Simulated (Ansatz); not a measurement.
# C2HSr: the cost of one run

Program: Ansatz 0.2.0. Level of theory: the levels named in each step. These are calculated values, not measurements.

## 1. The system as given

Bond lengths: C1–C2 1.209 Å, C2–Sr3 2.463 Å, C1–H4 1.061 Å. Angles: C1–C2–Sr3 180.0°, C2–C1–H4 180.0°.

Structure file:

```xyz
4

C     0.0000    0.0000   -0.9550
C     0.0000    0.0000    0.2541
Sr    0.0000    0.0000    2.7172
H     0.0000    0.0000   -2.0163
```

## 2. A rough first relaxation, PBE-D4/def2-SVP

This run stands in another session on the same molecule. It ended at:

```xyz
4

C     0.0000    0.0000   -0.9658
C     0.0000    0.0000    0.2790
Sr    0.0000    0.0000    2.7373
H     0.0000    0.0000   -2.0505
```

## 3. Relaxation, HF/def2-SVP

Input file input.yaml:

```yaml
crystal:
  periodic: [false, false, false]
  atoms:
    - { symbol: C, position_ang: [0.0, 0.0, -0.96579188] }
    - { symbol: C, position_ang: [0.0, 0.0, 0.27901984] }
    - { symbol: Sr, position_ang: [0.0, 0.0, 2.73731935] }
    - { symbol: H, position_ang: [0.0, 0.0, -2.05054731] }
magnetization:
  spin_polarized: true
  initial_magnetization: 1
basis:
  gaussian: { orbitals: def2-SVP }
hamiltonian:
  xc: hf
relax:
  f_tol: 0.002
  max_steps: 150
```

On the command line:

```bash
ansatz run input.yaml --threads 2 --pin off --max-ram 5120MiB --backend cpu --events-out ev --progress --plain --runs-dir out
```

What time and memory should one allow on 2 threads of Arm Neoverse V1, shared host?

About 4.7 s, with a peak of 0.1 GiB.
